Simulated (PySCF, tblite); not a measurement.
# C6H4NO2 radical: geometry, infrared bands and EPR parameters

Aim: predict the infrared bands and EPR parameters of C6H4NO2 radical (`N#CCC1=[C]OC(=O)C1`).

Programs: tblite 0.8.0 and PySCF 2.14.0, with density-fitted response routines of our own. Each step states its level of theory. These are calculated values for one molecule in the gas phase, unless marked as measured. Atoms count from 0, in the outputs and in this text.

**1. Starting geometry**

13 atoms, charge 0, multiplicity 2; geometry from: force field or distance geometry start.

Bonds of the start (Å): N0–C1 1.16, C1–C2 1.50, C2–C3 1.48, C3–C4 1.31, C4–O5 1.39, O5–C6 1.40, C6–O7 1.27, C6–C8 1.48, C8–C3 1.51, C2–H9 1.11, C2–H10 1.13, C8–H11 1.10, C8–H12 1.13.

**2. Optimising the geometry with GFN2-xTB**

The job: settings as JSON, then the geometry in Å.

```
{"job": {"kind": "relax", "xc": "GFN2-xTB", "basis": "xTB"}, "charge": 0, "multiplicity": 2}
N     -2.400000     2.068700    -0.336300
C     -2.044900     0.972100    -0.190000
C     -1.578600    -0.433000     0.024800
C     -0.128400    -0.497000    -0.264300
C      0.495200    -1.230100    -1.150100
O      1.867400    -1.031600    -1.117700
C      2.138400    -0.104400    -0.108100
O      3.275100     0.329800     0.240900
C      0.870900     0.301200     0.530500
H     -1.722000    -0.723700     1.087500
H     -2.165900    -1.098400    -0.680800
H      0.780200     0.065600     1.596400
H      0.608300     1.381300     0.349500
```

Run with:

```sh
$ OMP_NUM_THREADS=1 python probes_run.py task.json out
```

This one command runs all jobs of the session in turn.

Log:

```text
step      E/eV     max force
  0    -701.25120    4.956
  1    -701.36657    6.577
  2    -701.63123    3.552
  3    -701.61750    3.450
  4    -701.73695    0.610
  5    -701.75244    0.320
  6    -701.76419    0.328
  7    -701.76950    0.193
  8    -701.77494    0.212
  9    -701.77864    0.198
 10    -701.78128    0.143
 11    -701.78280    0.103
 12    -701.78388    0.086
 13    -701.78487    0.090
 14    -701.78591    0.085
 15    -701.78704    0.100
 16    -701.78814    0.090
 17    -701.78899    0.067
 18    -701.78954    0.048
 19    -701.78995    0.055
 20    -701.79032    0.057
 21    -701.79066    0.042
 22    -701.79089    0.030
 23    -701.79104    0.028
 24    -701.79115    0.027
 25    -701.79126    0.028
 26    -701.79135    0.021
 27    -701.79141    0.019
 28    -701.79145    0.015
 29    -701.79149    0.018
 30    -701.79154    0.016
 31    -701.79157    0.013
 32    -701.79160    0.013
 33    -701.79162    0.012
 34    -701.79165    0.016
 35    -701.79167    0.015
 36    -701.79170    0.010
 37    -701.79171    0.012
 38    -701.79174    0.012
 39    -701.79176    0.014
 40    -701.79178    0.014
 41    -701.79180    0.010
 42    -701.79181    0.009
```

It took 0.19 s on 1 thread of Arm Neoverse V2, shared host.

Step by step: (not every step is listed) (the energy doesn't fall at every step)

```tsv
step	energy from step 0 (eV)	largest force (eV/Å)
0	0.0000	4.9563
1	-0.1154	6.5766
2	-0.3800	3.5525
3	-0.3663	3.4498
4	-0.4857	0.6103
5	-0.5012	0.3201
6	-0.5130	0.3278
7	-0.5183	0.1931
8	-0.5237	0.2121
10	-0.5301	0.1427
12	-0.5327	0.0857
14	-0.5347	0.0852
16	-0.5369	0.0895
18	-0.5383	0.0483
20	-0.5391	0.0569
22	-0.5397	0.0299
24	-0.5399	0.0272
26	-0.5401	0.0215
28	-0.5403	0.0149
30	-0.5403	0.0158
32	-0.5404	0.0128
34	-0.5404	0.0158
36	-0.5405	0.0104
37	-0.5405	0.0120
38	-0.5405	0.0121
39	-0.5406	0.0144
40	-0.5406	0.0142
41	-0.5406	0.0105
42	-0.5406	0.0087
```

Distances of close pairs at the start and the end, largest changes first:

```tsv
bond	before (Å)	after (Å)	change (Å)
C6–O7	1.266	1.190	-0.076
C1–C2	1.496	1.446	-0.050
C4–O5	1.387	1.339	-0.048
C2–H10	1.134	1.092	-0.042
C6–C8	1.476	1.515	+0.039
C8–H12	1.126	1.093	-0.034
O5–C6	1.397	1.374	-0.023
C3–C8	1.506	1.527	+0.021
```

The end geometry stands in the next job.

**3. Vibrational analysis with GFN2-xTB**

The job: settings as JSON, then the geometry in Å.

```
{"job": {"kind": "ir", "xc": "GFN2-xTB", "basis": "xTB"}, "charge": 0, "multiplicity": 2}
N     -2.427909     2.009503    -0.337492
C     -2.091321     0.928079    -0.191520
C     -1.623816    -0.426190     0.005582
C     -0.154928    -0.497194    -0.241861
C      0.547724    -1.185948    -1.120630
O      1.874669    -1.010222    -1.085269
C      2.169609    -0.096853    -0.102144
O      3.282615     0.243547     0.145201
C      0.864366     0.331508     0.536975
H     -1.858612    -0.721654     1.034548
H     -2.153109    -1.089898    -0.681636
H      0.862903     0.110539     1.606412
H      0.703421     1.405267     0.414107
```

Log:

```text
mode    cm-1     km/mol
  1      39.6      9.58
  2      79.9      7.31
  3     146.0      4.51
  4     260.8      1.36
  5     316.9      7.08
  6     373.2      2.48
  7     390.1      0.92
  8     473.0     12.43
  9     495.2     13.35
 10     539.2      7.97
 11     620.7      1.61
 12     710.0      8.20
 13     836.0     27.65
 14     859.3     25.16
 15     874.4     40.98
 16     915.0     22.97
 17     983.7      5.01
 18    1005.8    106.91
 19    1014.5      4.93
 20    1098.6     16.47
 21    1170.0     10.60
 22    1178.6     71.96
 23    1215.8    109.76
 24    1264.2     91.95
 25    1378.6     25.97
 26    1398.4     15.21
 27    1695.7      6.28
 28    1831.6    502.07
 29    2416.7    187.80
 30    2931.9      8.67
 31    2962.2      0.65
 32    2978.6      1.01
 33    2985.7      1.83
```

It took 0.31 s on 1 thread of Arm Neoverse V2, shared host.

The strongest bands and the atoms that carry them (share of the mass-weighted mode):

```tsv
cm⁻¹	km/mol	atoms
836	27.6	C8 25 %, H11 24 %, H12 20 %, C6 15 %
874	41.0	C8 30 %, C2 18 %, H10 15 %
1006	106.9	C6 45 %, C8 20 %, C4 13 %, O5 13 %
1179	72.0	C4 26 %, O5 16 %, C3 13 %, C8 11 %
1216	109.8	C3 26 %, C8 14 %, O5 13 %, H10 13 %
1264	92.0	C2 39 %, H9 24 %, H10 19 %
1832	502.1	C6 62 %, O7 37 %
2417	187.8	C1 60 %, N0 39 %
```

**4. EPR parameters: B3LYP/pcH-1**

Same as in step 3 but for these lines:

```diff
@@ -1,2 +1,2 @@
-{"job": {"kind": "ir", "xc": "GFN2-xTB", "basis": "xTB"}, "charge": 0, "multiplicity": 2}
+{"job": {"kind": "epr", "basis": "pcH-1"}, "charge": 0, "multiplicity": 2}
 N     -2.427909     2.009503    -0.337492
```

With the program's defaults for keys left out, this is: UKS B3LYP, pcH-1 on C H N O, non-relativistic, mean-field spin-orbit, GIAO.

Log:

```text
UKS, coarse grid
  cycle   1  E = -435.93340456  |g| = 7.34e-01
  cycle   2  E = -434.65087627  |g| = 1.83e+00
  cycle   3  E = -436.07905259  |g| = 3.70e-01
  cycle   4  E = -436.13751642  |g| = 1.13e-01
  cycle   5  E = -436.13961275  |g| = 8.14e-02
  cycle   6  E = -436.14222707  |g| = 2.44e-02
  cycle   7  E = -436.14246965  |g| = 1.20e-02
  cycle   8  E = -436.14253755  |g| = 3.52e-03
  cycle   9  E = -436.14255119  |g| = 2.29e-03
  cycle  10  E = -436.14255726  |g| = 1.25e-03
  cycle  11  E = -436.14256014  |g| = 6.02e-04
UKS, final grid
  cycle   1  E = -436.14257282  |g| = 8.34e-04
  cycle   2  E = -436.14257204  |g| = 1.59e-03
  cycle   3  E = -436.14257331  |g| = 2.32e-04
  cycle   4  E = -436.14257334  |g| = 1.31e-04
  cycle   5  E = -436.14257338  |g| = 1.19e-04
  cycle   6  E = -436.14257339  |g| = 3.11e-05
  cycle   7  E = -436.14257339  |g| = 1.00e-05
E = -436.14257339 Eh   <S^2> = 0.7602 (exact 0.7500)
g shifts (ppm)      1          2          3
  rmc          -193       -193       -193
  gc             20         26        -31
  oz_so        -916       -131       1166
  total       -1089       -297        942
hyperfine (MHz)  atom isotope    a_iso     a_fc   dipolar eigenvalues
    0   14N      -0.08      -0.08     -0.22      0.06      0.16
    1   13C      -6.87      -6.87     -0.58     -0.13      0.71
    2   13C      11.72      11.72     -1.43     -1.32      2.74
    3   13C      52.24      52.24    -26.71     -2.25     28.95
    4   13C     605.44     605.44    -76.10    -51.18    127.28
    5   17O    -100.60    -100.60    -14.36      5.11      9.25
    6   13C      38.95      38.95     -4.49     -4.02      8.51
    7   17O      -2.17      -2.17    -12.35      5.56      6.79
    8   13C      15.67      15.67     -8.20     -5.91     14.10
    9    1H      -9.51      -9.51     -2.08     -1.51      3.60
   10    1H       1.52       1.52     -3.66     -3.18      6.84
   11    1H      -8.47      -8.47     -3.91     -1.43      5.33
   12    1H      -9.44      -9.44     -3.87     -1.42      5.29
```

It took 69 s on 1 thread of Arm Neoverse V2, shared host; peak memory 0.96 GiB.

Principal g values 2.00123, 2.00202, 2.00326; g(iso) = 2.00217, against 2.00232 for a free electron.

Mean a(iso) over the nuclei that a row names, and the largest dipolar term of the row (other rows stand at the frozen geometry):

```tsv
nuclei	isotope	a(iso) (MHz)	a(iso) (G, at g = 2.0023)	largest dipolar term (MHz)
C4	13C	605.4	216.0	127.3
O5	17O	-100.6	-35.9	-14.4
C3	13C	52.2	18.6	29.0
C6	13C	38.9	13.9	8.5
C8	13C	15.7	5.6	14.1
C2	13C	11.7	4.2	2.7
H11, H12	1H	-9.0	-3.2	5.3
C1	13C	-6.9	-2.5	0.7
H9, H10	1H	-4.0	-1.4	6.8
O7	17O	-2.2	-0.8	-12.4
N0	14N	-0.1	0.0	-0.2
```

Mulliken spin populations:

N0 0.00; C1 0.00; C2 0.01; C3 -0.12; C4 0.97; O5 0.01; C6 0.02; O7 0.04; C8 0.08; H9 0.00; H10 0.01; H11 0.00; H12 -0.01

In first order the couplings over 0.8 MHz of 1H give 9 distinct lines over 9.2 G, if the averaged nuclei exchange fast.

Orbitals, density, ELF and potential are computed afterwards from the orbital file.

ELF in a plane through or near 7 of the atoms.

Values, 10 rows by 14 columns:
```
0.00 0.00 0.00 0.00 0.00 0.00 0.00 0.00 0.00 0.00 0.00 0.00 0.00 0.00
0.00 0.00 0.00 0.00 0.00 0.00 0.01 0.00 0.00 0.01 0.03 0.00 0.00 0.00
0.00 0.00 0.02 0.11 0.00 0.23 0.93 0.43 0.01 0.27 0.41 0.19 0.00 0.00
0.00 0.01 0.47 0.85 0.14 0.46 0.99 0.80 0.08 0.65 0.63 0.32 0.02 0.00
0.00 0.07 0.81 0.24 0.52 0.88 0.23 0.46 0.14 0.66 0.66 0.33 0.02 0.00
0.00 0.05 0.72 0.72 0.14 0.67 0.81 0.33 0.76 0.78 0.41 0.09 0.00 0.00
0.00 0.00 0.07 0.03 0.69 0.46 0.80 0.45 0.69 0.95 0.65 0.01 0.00 0.00
0.00 0.00 0.00 0.24 0.79 0.38 0.79 0.57 0.06 0.99 0.97 0.02 0.00 0.00
0.00 0.00 0.00 0.01 0.07 0.08 0.82 0.56 0.00 0.28 0.11 0.00 0.00 0.00
0.00 0.00 0.00 0.00 0.00 0.01 0.13 0.04 0.00 0.00 0.00 0.00 0.00 0.00
```
The map spans 11.7 Å across and 8.2 Å up, centred on the molecule. Atoms in the plane (x, y in Å): C2 (1.6, -0.5), C3 (0.1, -0.6), C6 (-2.2, 0.0), O7 (-3.2, 0.5), C8 (-0.8, 0.6), H10 (2.0, -1.4), H12 (-0.6, 1.5).

On the surface of density 0.002 e/bohr³ the electrostatic potential runs, from the 1st to the 99th percentile, from -1.53 V near N0 to 1.73 V near H9.

The spin density lies nearest to C4 74 %; C3 8 % (both signs).

**5. Outcome**

| quantity | value |
| --- | --- |
| strongest single infrared mode (GFN2-xTB) | 1832 cm⁻¹, 502 km/mol |
| zero-point energy (GFN2-xTB) | 53.5 kcal/mol |
| g(iso) (B3LYP) | 2.00217 |
| ⟨S²⟩ | 0.760 (exact 0.75) |
| largest a(iso) (averaged by class) | 13C on C4, 605.4 MHz |
| surface potential, 1st and 99th percentile | -1.53 V and 1.73 V |

The optimisation took 42 steps and gained 0.541 eV; among the close pairs (by a distance rule), C6–O7 changed most, from 1.266 to 1.190 Å. No mode is imaginary among the 33: a minimum at this level. The strongest single mode, at 1832 cm⁻¹, moves mainly C6 and O7. Unscaled tight-binding wavenumbers are off by several per cent, some by more. Its intensities can rank the bands wrongly. Most of the unpaired spin sits on C4 (0.97 e). The isotropic g lies 0.1 ppt below the free-electron value.
